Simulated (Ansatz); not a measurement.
## YbSi2, space group P6/mmm: cell relaxations under several functionals, step by step

Program: the Ansatz DFT code, driven from Python.

Interactive session:
```pycon
>>> import warnings
>>> import ansatz as az
>>> import numpy as np
>>> FILLING = 'methfessel_paxton'
>>> SMEARING_WIDTH = 0.15
>>> CUTOFF_EV = 530
>>> MESH = (4, 4, 3)
>>> EXTRA_BANDS = 16
>>> FMAX = 0.1
>>> def edges_and_angles(cell):
...     cell = np.asarray(cell)
...     a, b, c = np.linalg.norm(cell, axis=1)
...     cosines = cell[1] @ cell[2] / (b * c), cell[0] @ cell[2] / (a * c), cell[0] @ cell[1] / (a * b)
...     return (a, b, c, *np.degrees(np.arccos(cosines)))
...
>>> warnings.simplefilter('ignore', az.DeckWarning)
>>> structure = (
...     az.Lattice.from_parameters(4.085802, 4.085802, 4.112152, alpha=90.0, beta=90.0, gamma=120.0)
...     .atom('Yb', (0.0, 0.0, 0.0))
...     .atom('Si', (2 / 3, 1 / 3, 0.5))
...     .atom('Si', (1 / 3, 2 / 3, 0.5))
... )
>>> job = (
...     structure.calculation()
...     .occupations(FILLING, width=SMEARING_WIDTH)
...     .basis(CUTOFF_EV, density_ratio=8)  # cutoff of the orbital basis
...     .eigensolver('davidson', full_accuracy=True)
...     .kpoints(*MESH)
...     .scf(extra_bands=EXTRA_BANDS)
...     .relax(cell=True, force_tolerance=FMAX, density_extrapolation='none')  # relax until the tolerances are met
... )
>>> levels = [('blyp', 'd3bj'), ('pbesol', 'd3bj'), ('pbesol', 'none')]
>>> print('level            a       b       c    alpha   beta  gamma  V/atom  steps')
level            a       b       c    alpha   beta  gamma  V/atom  steps
>>> for name, dispersion in levels:
...     seen = []
...     run = job.functional(name, dispersion=dispersion).session().plan()
...     outcome = run.execute(on_event=lambda e: seen.append(e) if e['event'] == 'relax_step' else None)
...     cell = outcome.lattice.cell_ang
...     label = name if dispersion == 'none' else f'{name}+{dispersion}'
...     print('{:13s} {:7.4f} {:7.4f} {:7.4f} {:6.2f} {:6.2f} {:6.2f}'.format(label, *edges_and_angles(cell)), f'{abs(np.linalg.det(cell)) / len(outcome.lattice.sites):7.3f} {len(seen):5d}')
...
blyp+d3bj      3.9793  3.9793  3.8825  90.00  90.00 120.00  17.748     7
pbesol+d3bj    3.9575  3.9575  3.7707  90.00  90.00 120.00  17.048     7
pbesol         4.0045  4.0045  3.8723  90.00  90.00 120.00  17.925     6
```

From smallest to largest: PBEsol+D3BJ (17.05 Å³ an atom, -14.0 % against the start), BLYP+D3BJ (17.75 Å³ an atom, -10.4 % against the start) and PBEsol (17.93 Å³ an atom, -9.5 % against the start). The spread is 5.1 % in volume.

The settings weren't tested for convergence. Semilocal functionals put the nearly full 4f shell of Yb too close to the Fermi level. Forces vanish by symmetry, so the ions can't move, and the end may be a saddle. BLYP and dispersion corrections can be off by several per cent in the lattices of metals, and by several GPa in the pressure at a fixed cell. The mesh is modest for a metal, so energies can be off by several to tens of meV an atom and pressures by half a GPa or more; differences at equal mesh fare better. This cell is a computed structure, which may not be the phase found in nature. It ran for 42 s on 1 thread of Intel(R) Xeon(R) 6975P-C (Granite Rapids), with other jobs on the host, peak memory 0.5 GiB.

(A comment or docstring line of the script was reworded after the run, the code is as it ran.)
